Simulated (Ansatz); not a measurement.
# F3H3SSi (built from SMILES F.F[SiH](F)S): a reaction path by the nudged elastic band

Aim: the minimum-energy path between two given structures and its highest point. Both ends were relaxed at PBE0-D4 in triple zeta. A second band with other settings follows.

The runs use Ansatz 0.2.0, Gaussian basis; PBE0-D4/def2-SVP.

22 further runs of the same task are left out: 22 set aside as unsound or not needed.

### Step 1. Where the work starts

The first end: 8 atoms, charge 0, spin multiplicity 1.

Atoms are counted from 1 here; the program's logs count them from 0.

Bond lengths: Si1–S2 2.123 Å, Si1–F3 1.579 Å, Si1–F4 1.578 Å, Si1–H5 1.469 Å, S2–H8 1.346 Å, H6–F7 0.931 Å. Angles: S2–Si1–F3 110.5°, S2–Si1–F4 105.3°, S2–Si1–H5 113.7°, F3–Si1–F4 109.1°, F3–Si1–H5 108.1°, F4–Si1–H5 110.1°, Si1–S2–H8 92.8°.

Geometry (Å):

```mol
F3H3SSi
  3D, bonds by distance, orders not assigned

  8  6  0  0  0  0  0  0  0  0999 V2000
   -0.9268   -0.6340   -0.3695 Si  0  0
    0.2699   -0.1912    1.3278 S   0  0
   -0.1078   -0.4058   -1.6996 F   0  0
   -2.1221    0.3951   -0.3163 F   0  0
   -1.4454   -2.0086   -0.3834 H   0  0
    1.3315    1.6112    0.4315 H   0  0
    1.7872    2.3183    0.0322 F   0  0
    1.2134   -1.0849    0.9774 H   0  0
  1  2  8  0
  1  3  8  0
  1  4  8  0
  1  5  8  0
  2  8  8  0
  6  7  8  0
M  END
```

The second end:

```csv
atom,x (Å),y (Å),z (Å)
Si1,-0.6486,-0.0264,-1.1324
S2,0.8554,-0.5926,2.0836
F3,-1.3087,0.2203,-2.5428
F4,-1.1266,1.1414,-0.1883
H5,-1.0407,-1.3367,-0.6263
H6,0.4112,0.6560,2.2940
F7,0.9107,0.0937,-1.3253
H8,1.9473,-0.1557,1.4374
```

### Step 2. The band at PBE0-D4/def2-SVP

Contents of neb/in.yaml:

```yaml
crystal:
  periodic: [false, false, false]
  atoms:
    - {symbol: Si, position_ang: [-0.926804, -0.634007, -0.369493]}
    - {symbol: S, position_ang: [0.269921, -0.191200, 1.327765]}
    - {symbol: F, position_ang: [-0.107807, -0.405817, -1.699625]}
    - {symbol: F, position_ang: [-2.122069, 0.395085, -0.316298]}
    - {symbol: H, position_ang: [-1.445363, -2.008606, -0.383396]}
    - {symbol: H, position_ang: [1.331450, 1.611188, 0.431497]}
    - {symbol: F, position_ang: [1.787227, 2.318291, 0.032159]}
    - {symbol: H, position_ang: [1.213446, -1.084933, 0.977391]}
basis:
  gaussian: {orbitals: def2-SVP}
hamiltonian: {xc: pbe0, dispersion: d4}
neb:
  images: 5
  climbing: true
  max_iterations: 40
  initial_path: idpp
  final_atoms:
    - {symbol: Si, position_ang: [-0.648645, -0.026379, -1.132357]}
    - {symbol: S, position_ang: [0.855437, -0.592577, 2.083635]}
    - {symbol: F, position_ang: [-1.308663, 0.220311, -2.542768]}
    - {symbol: F, position_ang: [-1.126624, 1.141372, -0.188345]}
    - {symbol: H, position_ang: [-1.040728, -1.336668, -0.626334]}
    - {symbol: H, position_ang: [0.411236, 0.656034, 2.294045]}
    - {symbol: F, position_ang: [0.910667, 0.093651, -1.325282]}
    - {symbol: H, position_ang: [1.947320, -0.155743, 1.437404]}
```

Started as:

```bash
$ ansatz run in.yaml --threads 4 --pin off --events-out ev --progress --plain --max-ram 9574MiB
```

Log:

```text
Functional definition: PBE0
  name "PBE0"
  cite "Adamo & Barone, J. Chem. Phys. 110, 6158 (1999) doi:10.1063/1.478522"
  cite "Perdew, Burke & Ernzerhof, Phys. Rev. Lett. 77, 3865 (1996) doi:10.1103/PhysRevLett.77.3865"
  parent pbe
  parameter a = 0.25
  parameter kappa = 0.804
  parameter beta = 0.06672455060314922
  exchange = (1 - a)*pbe_x(kappa = kappa, mu = beta*pi^2/3) + a*exact_x
  correlation = pbe_c(beta = beta)
919 factors; integrals over basis functions are off by at most 4.5e-4 eV
mean field evaluation 1: about -26885.6571 eV, gradient 4.8e1 eV
mean field evaluation 2: about -26882.6118 eV, gradient 6.7e1 eV
mean field evaluation 4: about -26889.1251 eV, gradient 1.4e0 eV
mean field evaluation 8: about -26889.1387 eV, gradient 2.2e-2 eV
mean field -26889.13869305 eV, -988.1576208569 hartree, gradient 1.1e-5 eV, S^2 0.000000; 0 other end points of the search recorded, 0 dependent functions left out
the calculation of the forces begins
reference -26889.13871346 eV, -988.1576216070 hartree; 30, 30 occupied and 63, 63 virtual orbitals, 919 factors
[... from here to the last solve, the lines of the solves are left out (127 solves) ...]
WARN: NEB end point (image 0): max|allowed force component| = 8.926e-1 eV/Å (the criterion of neb.relax_end_points is 1.000e-2). That is over neb.f_tol: it is no minimum, so the barrier can be far off. Relax it first
WARN: NEB end point (image 6): max|allowed force component| = 1.069e0 eV/Å (the criterion of neb.relax_end_points is 1.000e-2). That is over neb.f_tol: it is no minimum, so the barrier can be far off. Relax it first
NEB iter   1: max|band force component| = 4.794e0 eV/Å  barrier→ = 5.3552 eV  barrier← = 6.2520 eV  Δτ_max = 0.2000 Å  (201 SCF iters)
NEB iter   2: max|band force component| = 3.663e0 eV/Å  barrier→ = 3.5429 eV  barrier← = 4.4398 eV  Δτ_max = 0.2000 Å  (160 SCF iters)
NEB iter   3: max|band force component| = 6.117e0 eV/Å  barrier→ = 2.1728 eV  barrier← = 3.0697 eV  Δτ_max = 0.1008 Å  (161 SCF iters)
NEB iter   4: max|band force component| = 2.884e0 eV/Å  barrier→ = 1.6110 eV  barrier← = 2.5078 eV  Δτ_max = 0.2000 Å  (143 SCF iters)
NEB iter   5: max|band force component| = 1.078e0 eV/Å  barrier→ = 0.8544 eV  barrier← = 1.7513 eV  Δτ_max = 0.2000 Å  (143 SCF iters)
NEB iter   6: max|band force component| = 3.671e0 eV/Å  barrier→ = 0.7092 eV  barrier← = 1.6060 eV  Δτ_max = 0.1003 Å  (144 SCF iters)
NEB iter   7: max|band force component| = 1.011e0 eV/Å  barrier→ = 0.5709 eV  barrier← = 1.4677 eV  Δτ_max = 0.1960 Å  (139 SCF iters)
NEB iter   8: max|band force component| = 6.026e-1 eV/Å  barrier→ = 0.4837 eV  barrier← = 1.3805 eV  CI = image 2  Δτ_max = 0.2000 Å  (139 SCF iters)
NEB iter   9: max|band force component| = 1.071e0 eV/Å  barrier→ = 0.7731 eV  barrier← = 1.6699 eV  CI = image 2  Δτ_max = 0.0992 Å  (146 SCF iters)
NEB iter  10: max|band force component| = 5.719e-1 eV/Å  barrier→ = 0.7271 eV  barrier← = 1.6239 eV  CI = image 2  Δτ_max = 0.0997 Å  (139 SCF iters)
NEB iter  11: max|band force component| = 1.027e0 eV/Å  barrier→ = 0.6942 eV  barrier← = 1.5910 eV  CI = image 2  Δτ_max = 0.0502 Å  (142 SCF iters)
NEB iter  12: max|band force component| = 3.315e-1 eV/Å  barrier→ = 0.7065 eV  barrier← = 1.6033 eV  CI = image 2  Δτ_max = 0.0747 Å  (134 SCF iters)
NEB iter  13: max|band force component| = 4.182e-1 eV/Å  barrier→ = 0.7484 eV  barrier← = 1.6452 eV  CI = image 2  Δτ_max = 0.0373 Å  (134 SCF iters)
NEB iter  14: max|band force component| = 1.843e-1 eV/Å  barrier→ = 0.7347 eV  barrier← = 1.6315 eV  CI = image 2  Δτ_max = 0.0236 Å  (133 SCF iters)
NEB iter  15: max|band force component| = 7.622e-2 eV/Å  barrier→ = 0.7330 eV  barrier← = 1.6299 eV  CI = image 2  Δτ_max = 0.0279 Å  (120 SCF iters)
921 factors; integrals over basis functions are off by at most 1.3e-3 eV
mean field -26888.40882720 eV, -988.1307987817 hartree, gradient 1.4e-6 eV, S^2 0.000000; 0 other end points of the search recorded, 0 dependent functions left out
the calculation of the forces begins
reference -26888.40884819 eV, -988.1307995529 hartree; 30, 30 occupied and 63, 63 virtual orbitals, 921 factors
NEB iter  16: max|band force component| = 3.333e-2 eV/Å  barrier→ = 0.7321 eV  barrier← = 1.6289 eV  CI = image 2  CI's point: of a kind that is not told: the force calls were inconclusive, a negative curvature could not be distinguished from the path's own, the only one lies far off the path, or fixed occupations may fill a level only in part  Δτ_max = 0.0000 Å  (1116 SCF iters)
WARN: NEB end point (image 6): the path dips 0.038367 eV below it before the top, so the barrier from the dip is that much higher. The path crosses a lower well, or the end point is a saddle point, which neb.relax_end_points tests for
Total energy: -26888.54216194 eV, -988.1356987430 hartree
Atom 0 at    -0.449883    -0.115889    -0.584825 Å, force     0.001687    -0.013264    -0.017002 eV/Å
Atom 1 at     0.125861    -0.240596     1.703260 Å, force     0.008948     0.008984     0.015300 eV/Å
Atom 2 at     0.034983     0.050106    -2.122146 Å, force     0.009727    -0.013927    -0.002324 eV/Å
Atom 3 at    -1.761564     0.792817    -0.400986 Å, force     0.007376    -0.001238     0.019032 eV/Å
Atom 4 at    -0.741249    -1.567219    -0.639227 Å, force    -0.002992     0.008480    -0.010078 eV/Å
Atom 5 at     0.858465     0.967500     0.780476 Å, force     0.000482     0.030266    -0.031063 eV/Å
Atom 6 at     0.829764     1.273563    -0.270627 Å, force    -0.011367    -0.012995     0.039638 eV/Å
Atom 7 at     1.103624    -1.160282     1.534076 Å, force    -0.013860    -0.006305    -0.013505 eV/Å
Dipole moment:     0.383565    -0.285384     0.365229 e Å
```

Run time: 2.2 min. Hardware: 4 threads of Arm Neoverse V2, shared host.

The last band:

```csv
image,path (Å),energy (eV),Si1–F7 (Å),S2–H6 (Å),Si1–S2 (Å),H6–F7 (Å)
0,0.00,0.000,4.03,2.28,2.12,0.93
1,1.26,0.001,2.90,2.15,2.15,0.93
2,2.52,0.732,1.91,1.69,2.36,1.10
3,3.47,-0.546,1.63,1.36,2.96,1.82
4,4.42,-0.915,1.61,1.35,3.42,2.56
5,5.38,-0.935,1.60,1.35,3.42,3.06
6,6.33,-0.897,1.58,1.34,3.60,3.70
```

The highest image, 2:

```xyz
8
charge 0, multiplicity 1
Si   -0.44988   -0.11589   -0.58483
S     0.12586   -0.24060    1.70326
F     0.03498    0.05011   -2.12215
F    -1.76156    0.79282   -0.40099
H    -0.74125   -1.56722   -0.63923
H     0.85847    0.96750    0.78048
F     0.82976    1.27356   -0.27063
H     1.10362   -1.16028    1.53408
```

### Step 3. The band at PBE0-D4/def2-SVP, other settings

neb/in.yaml, as its differences from that of step 2:

```diff
@@ -15,4 +15,4 @@
 neb:
-  images: 5
-  climbing: true
+  images: 3
+  climbing: immediate
   max_iterations: 40
```

Started as:

```bash
$ ansatz run in.yaml --threads 4 --pin off --events-out ev --progress --plain --max-ram 9574MiB
```

Log:

```text
[... 10 set-up lines as earlier in the session ...]
919 factors; integrals over basis functions are off by at most 4.5e-4 eV
mean field evaluation 1: about -26885.6571 eV, gradient 4.8e1 eV
mean field evaluation 2: about -26882.6118 eV, gradient 6.7e1 eV
mean field evaluation 4: about -26889.1251 eV, gradient 1.4e0 eV
mean field evaluation 8: about -26889.1387 eV, gradient 2.2e-2 eV
mean field -26889.13869305 eV, -988.1576208569 hartree, gradient 1.1e-5 eV, S^2 0.000000; 0 other end points of the search recorded, 0 dependent functions left out
the calculation of the forces begins
reference -26889.13871346 eV, -988.1576216070 hartree; 30, 30 occupied and 63, 63 virtual orbitals, 919 factors
[... from here to the last solve, the lines of the solves are left out (79 solves) ...]
WARN: NEB end point (image 0): max|allowed force component| = 8.926e-1 eV/Å (the criterion of neb.relax_end_points is 1.000e-2). That is over neb.f_tol: it is no minimum, so the barrier can be far off. Relax it first
WARN: NEB end point (image 4): max|allowed force component| = 1.069e0 eV/Å (the criterion of neb.relax_end_points is 1.000e-2). That is over neb.f_tol: it is no minimum, so the barrier can be far off. Relax it first
NEB iter   1: max|band force component| = 4.324e0 eV/Å  barrier→ = 5.3772 eV  barrier← = 6.2741 eV  CI = image 2  Δτ_max = 0.2000 Å  (140 SCF iters)
NEB iter   2: max|band force component| = 3.985e0 eV/Å  barrier→ = 4.0257 eV  barrier← = 4.9225 eV  CI = image 2  Δτ_max = 0.2000 Å  (95 SCF iters)
NEB iter   3: max|band force component| = 3.573e0 eV/Å  barrier→ = 3.0525 eV  barrier← = 3.9493 eV  CI = image 2  Δτ_max = 0.2000 Å  (91 SCF iters)
NEB iter   4: max|band force component| = 6.122e0 eV/Å  barrier→ = 2.0607 eV  barrier← = 2.9575 eV  CI = image 2  Δτ_max = 0.1015 Å  (93 SCF iters)
NEB iter   5: max|band force component| = 2.829e0 eV/Å  barrier→ = 1.6351 eV  barrier← = 2.5319 eV  CI = image 2  Δτ_max = 0.2000 Å  (86 SCF iters)
NEB iter   6: max|band force component| = 1.835e0 eV/Å  barrier→ = 0.9904 eV  barrier← = 1.8873 eV  CI = image 2  Δτ_max = 0.2000 Å  (83 SCF iters)
NEB iter   7: max|band force component| = 8.633e-1 eV/Å  barrier→ = 0.7031 eV  barrier← = 1.5999 eV  CI = image 2  Δτ_max = 0.1431 Å  (83 SCF iters)
NEB iter   8: max|band force component| = 7.885e-1 eV/Å  barrier→ = 0.7496 eV  barrier← = 1.6465 eV  CI = image 2  Δτ_max = 0.1932 Å  (84 SCF iters)
NEB iter   9: max|band force component| = 8.976e-1 eV/Å  barrier→ = 0.7407 eV  barrier← = 1.6375 eV  CI = image 2  Δτ_max = 0.0982 Å  (83 SCF iters)
NEB iter  10: max|band force component| = 2.245e-1 eV/Å  barrier→ = 0.7364 eV  barrier← = 1.6332 eV  CI = image 2  Δτ_max = 0.0890 Å  (84 SCF iters)
NEB iter  11: max|band force component| = 7.649e-2 eV/Å  barrier→ = 0.7330 eV  barrier← = 1.6298 eV  CI = image 2  Δτ_max = 0.0132 Å  (86 SCF iters)
922 factors; integrals over basis functions are off by at most 9.9e-4 eV
mean field -26888.38746692 eV, -988.1300138058 hartree, gradient 3.2e-6 eV, S^2 0.000000; 0 other end points of the search recorded, 0 dependent functions left out
the calculation of the forces begins
reference -26888.38748789 eV, -988.1300145762 hartree; 30, 30 occupied and 63, 63 virtual orbitals, 922 factors
NEB iter  12: max|band force component| = 3.411e-2 eV/Å  barrier→ = 0.7323 eV  barrier← = 1.6291 eV  CI = image 2  CI's point: of a kind that is not told: the force calls were inconclusive, a negative curvature could not be distinguished from the path's own, the only one lies far off the path, or fixed occupations may fill a level only in part  Δτ_max = 0.0000 Å  (998 SCF iters)
Total energy: -26888.54193094 eV, -988.1356902537 hartree
Atom 0 at    -0.420565    -0.108881    -0.605536 Å, force     0.018065     0.007880    -0.006326 eV/Å
Atom 1 at     0.038847    -0.247741     1.705789 Å, force    -0.007280    -0.024595     0.027972 eV/Å
Atom 2 at     0.110518     0.088234    -2.124108 Å, force     0.009182    -0.001590     0.004204 eV/Å
Atom 3 at    -1.743094     0.791493    -0.463794 Å, force    -0.006214    -0.001360     0.007509 eV/Å
Atom 4 at    -0.678418    -1.564723    -0.691766 Å, force    -0.007655     0.005807    -0.001312 eV/Å
Atom 5 at     0.831623     0.960122     0.826370 Å, force     0.003647     0.005084    -0.012059 eV/Å
Atom 6 at     0.856285     1.267182    -0.220122 Å, force    -0.006698     0.004683    -0.020946 eV/Å
Atom 7 at     1.004806    -1.185687     1.573166 Å, force    -0.003048     0.004090     0.000958 eV/Å
Dipole moment:     0.367346    -0.290331     0.374358 e Å
```

Wall time 79 s (4 threads of Arm Neoverse V2, shared host).

The last band:

```csv
image,path (Å),energy (eV),Si1–F7 (Å),S2–H6 (Å),Si1–S2 (Å),H6–F7 (Å)
0,0.00,0.000,4.03,2.28,2.12,0.93
1,1.25,0.012,2.90,2.15,2.15,0.93
2,2.51,0.732,1.92,1.69,2.36,1.09
3,4.28,-0.914,1.61,1.35,3.40,2.53
4,6.05,-0.897,1.58,1.34,3.60,3.70
```

The highest image, 2:

```xyz
8
F3H3SSi
Si   -0.42057   -0.10888   -0.60554
S     0.03885   -0.24774    1.70579
F     0.11052    0.08823   -2.12411
F    -1.74309    0.79149   -0.46379
H    -0.67842   -1.56472   -0.69177
H     0.83162    0.96012    0.82637
F     0.85628    1.26718   -0.22012
H     1.00481   -1.18569    1.57317
```

### Step 4. What came out

| quantity | value |
| --- | --- |
| PBE0-D4/def2-SVP, 16 iterations | highest 0.732 eV (image 2), last end -0.897 eV |
| PBE0-D4/def2-SVP, 12 iterations | highest 0.732 eV (image 2), last end -0.897 eV |
| from earlier runs: barrier over the separately found saddle, CCSD(T)/def2-TZVPP | 1.187 eV |

In words: The highest image lies 0.732 eV above the first end, and it climbed, so it estimates the saddle. The ends are not quite minima at this level (largest force component 1.07 eV/Å), so the heights are unreliable: relaxing the first end would lower it and raise the barrier above it. The highest image is 0.455 eV below the CCSD(T) barrier in triple zeta, which comes from separate runs on the saddle. The second band's highest image lies at 0.732 eV, at the same level with other band settings.
